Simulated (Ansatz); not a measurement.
A nudged elastic band was laid between two geometries of a periodic cell of 21 atoms, H2C18O (surface graphene monolayer, adsorbate H2O).

Level of theory: Ansatz 0.2.0, DFT PBE, scalar-relativistic, plane waves, PAW. Settings: cutoff 420 eV, k mesh 2x2x1, gaussian smearing 0.05 eV, no spin polarisation.

```
movable images  : 3
climbing image  : yes
spring          : 5.0 eV/Å²
optimiser       : quadratic models (default)
start path      : default
force threshold : 0.05 eV/Å
iteration limit : 6
end points      : relaxed
```

Initial state:

```xyz
21
Lattice="7.3980 0.0000 0.0000 -3.6990 6.4069 0.0000 0.0000 0.0000 11.0000" Properties=species:S:1:pos:R:3
C 0.064 0.007 0.719
C 1.311 0.727 0.720
C -1.166 2.158 0.719
C 0.064 2.868 0.719
C -2.387 4.283 0.719
C -1.166 4.988 0.720
C 2.533 0.022 0.721
C 3.763 0.732 0.722
C 1.311 2.148 0.719
C 2.533 2.853 0.720
C 0.064 4.279 0.719
C 1.312 4.999 0.719
C 5.012 0.012 0.720
C 6.233 0.717 0.719
C 3.764 2.144 0.721
C 5.011 2.863 0.719
C 2.534 4.294 0.719
C 3.763 5.004 0.719
O 3.829 1.501 4.349
H 2.989 1.708 4.787
H 3.580 1.361 3.420
```

Final state:

Only the atoms that move by more than 0.05 Å are listed.
```
O19 6.295 1.501 4.349
H20 5.455 1.708 4.787
H21 6.046 1.361 3.420
```

Question: What changes between the two ends?

Answer: The atom that moves furthest is O19, by 2.47 Å.

Question: What energy profile does the band end with?

Answer: It converged. The highest image is number 3 of 0 to 4, 0.002 eV above the ends, which have the same energy within 2 meV. The top lies less than 8 meV above the higher end, about what the thresholds resolve: that end is a shoulder or a very shallow well. The order of the stationary point at the top wasn't checked. Limits of this set-up: slab without dipole correction, no dispersion correction for a molecule that may bind weakly.

| image | path coordinate (Å) | energy (eV) |
| --- | --- | --- |
| 0 | 0.00 | 0.000 |
| 1 | 0.98 | 0.000 |
| 2 | 1.96 | 0.001 |
| 3 | 2.93 | 0.002 |
| 4 | 4.05 | 0.000 |

Question: What is the geometry of the highest image?

Answer: 
```xyz
21
Lattice="7.3980 0.0000 0.0000 -3.6990 6.4069 0.0000 0.0000 0.0000 11.0000" Properties=species:S:1:pos:R:3
C 0.089 0.015 0.718
C 1.315 0.724 0.717
C -1.159 2.153 0.716
C 0.089 2.873 0.717
C -2.384 4.301 0.717
C -1.160 5.007 0.717
C 2.539 0.016 0.718
C 3.787 0.737 0.718
C 1.315 2.165 0.717
C 2.539 2.872 0.717
C 0.088 4.287 0.717
C 1.315 4.994 0.718
C 5.014 0.029 0.719
C 6.239 0.736 0.718
C 3.787 2.152 0.717
C 5.014 2.860 0.716
C 2.539 4.288 0.717
C 3.788 5.008 0.717
O 5.606 1.489 4.375
H 4.739 1.657 4.776
H 5.402 1.305 3.445
```

Time of the run: 2.2 min on 1 thread of Arm Neoverse V1, with other jobs on the host, peak memory 0.82 GiB.
